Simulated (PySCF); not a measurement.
# V (V3+): the cost of one run

Computed with PySCF 2.14.0 and routines of our own; the level stands in each step. Atoms count from 0.

## (1) The system as given

1 atom, charge 3, states of the metal's open shell are computed; geometry from: free ion.

## (2) Ligand-field states: state-averaged CASSCF

What the job is given:

```
{"job": {"kind": "lf", "basis": {"metal": "x2c-TZVPall", "ligand": "x2c-SVPall"}, "nevpt": true}, "charge": 3, "metal": "V", "open_shell": "d2"}
V      0.000000     0.000000     0.000000
```

Method: state-averaged CASSCF of the metal d shell, SC-NEVPT2 on the averaged canonical orbitals, state-interaction spin-orbit coupling.

On the command line:

```
> OMP_NUM_THREADS=1 python lf_run.py task.json out
```

The driver reads the jobs from task.json and runs them one after another.

**Question.** How long does this first job take on 1 thread of Arm Neoverse V1, shared host, and how much memory does it need?

About 2.1 s, with a peak of 0.15 GiB.
